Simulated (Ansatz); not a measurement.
# AlGeH₆ (doublet): the correlation ladder at distance Al1–H4 along a hydrogen transfer = 1.707 Å, cc-pVDZ

How much of the correlation energy of AlGeH₆ (doublet) does each wave-function method recover here?

The runs use Ansatz 0.2.0, Gaussian basis; cc-pVDZ, core rule «outside noble gas», up to 19 orbitals frozen.

Plan: UHF; CCSD(T) on ROHF; CCSD(T) on UHF; BCCD(T) on ROHF; CISD; CCSDT(Q) on ROHF; CCSDT(Q) on UHF; CASSCF and MRCISD+Q, 3 electrons in 3 orbitals; CASSCF and NEVPT2, 3 electrons in 3 orbitals; CASSCF and MRCISD+Q, 9 electrons in 9 orbitals; CASSCF and NEVPT2, 9 electrons in 9 orbitals.

## (1) What is computed

The geometry derives from fragments relaxed apart (PBE0/def2-TZVP) and kept rigid, so it is no stationary point. A hydrogen atom is moved between rigid fragments. No spin-orbit coupling is included. The filled d shell of Ge may be among the frozen orbitals whatever the setting's name suggests; the logs give the count.

8 atoms, charge 0, spin multiplicity 2.

Atoms are counted from 1 here; the program's logs count them from 0.

Bond lengths: Al1–H2 1.586 Å, Al1–H3 1.586 Å, Al1–H4 1.707 Å, Ge5–H6 1.539 Å, Ge5–H7 1.539 Å, Ge5–H8 1.539 Å. Angles: H2–Al1–H3 120.0°, H2–Al1–H4 120.0°, H3–Al1–H4 120.0°, H6–Ge5–H7 111.2°, H6–Ge5–H8 111.2°, H7–Ge5–H8 111.2°.

## (2) UHF

in.yaml

```yaml
crystal:
  periodic: [false, false, false]
  atoms:
    - {symbol: Al, position_ang: [-2.852251, 0.000000, -0.000001]}
    - {symbol: H, position_ang: [-3.645174, 1.373384, -0.000002]}
    - {symbol: H, position_ang: [-3.645175, -1.373384, -0.000002]}
    - {symbol: H, position_ang: [-1.145251, 0.000000, -0.000001]}
    - {symbol: Ge, position_ang: [1.110749, 0.000000, 0.000001]}
    - {symbol: H, position_ang: [1.579417, -1.465915, 0.000001]}
    - {symbol: H, position_ang: [1.579419, 0.732957, -1.269519]}
    - {symbol: H, position_ang: [1.579417, 0.732957, 1.269520]}
basis:
  gaussian: {orbitals: cc-pVDZ}
magnetization: {spin_polarized: true, initial_magnetization: 1}
hamiltonian: {xc: hf}
output: {orbitals: {seedname: orbitals}}
```

Started as:

```bash
$ ansatz run in.yaml --threads 1 --pin off --events-out ev --progress --plain --max-ram 2816MiB --backend cpu
```

Further steps of the session: CCSD(T) on ROHF; CCSD(T) on UHF; BCCD(T) on ROHF; CISD; CCSDT(Q) on ROHF; CCSDT(Q) on UHF; CASSCF and MRCISD+Q, 3 electrons in 3 orbitals; CASSCF and NEVPT2, 3 electrons in 3 orbitals; CASSCF and MRCISD+Q, 9 electrons in 9 orbitals; CASSCF and NEVPT2, 9 electrons in 9 orbitals.

Before running them: what should the planned runs give, taken together? Wanted: UCCSDT(Q) below the RHF energy; RMP2 from UCCSDT(Q); UMP2 from UCCSDT(Q); RCCSD from UCCSDT(Q); RCCSD(T) from UCCSDT(Q); UCCSD(T) from UCCSDT(Q); RCCSDT(Q) from UCCSDT(Q); NEVPT2 pair from UCCSDT(Q); MRCISD+Q pair from UCCSDT(Q).

**Answer**, as computed:

| quantity | value |
| --- | --- |
| UCCSDT(Q) below the RHF energy | -6.3214 eV |
| RMP2 from UCCSDT(Q) | +1504.6 meV |
| UMP2 from UCCSDT(Q) | +1501.5 meV |
| RCCSD from UCCSDT(Q) | +145.7 meV |
| RCCSD(T) from UCCSDT(Q) | +36.5 meV |
| UCCSD(T) from UCCSDT(Q) | +33.4 meV |
| RCCSDT(Q) from UCCSDT(Q) | +3.6 meV |
| NEVPT2 pair from UCCSDT(Q) | +1492.9 meV |
| MRCISD+Q pair from UCCSDT(Q) | +45.8 meV |
| NEVPT2 frontier from UCCSDT(Q) | +1341.5 meV |
| levels within 1 kcal/mol (43 meV) | RCCSD(T), UCCSD(T), BCCD(T), RCCSDT, UCCSDT, RCCSDT(Q), MRCISD+Q frontier |
| T1 diagnostic | 0.016 |

**Reading.** RCCSD(T) misses by +36.5 meV, 0.6 % of the correlation energy. Of the multireference levels listed MRCISD+Q frontier comes nearest in total energy (+26.3 meV), which doesn't show that its space is the better one. These misses are within one basis, not against nature; the frozen cores of restricted and unrestricted runs differ, which can shift their rows.
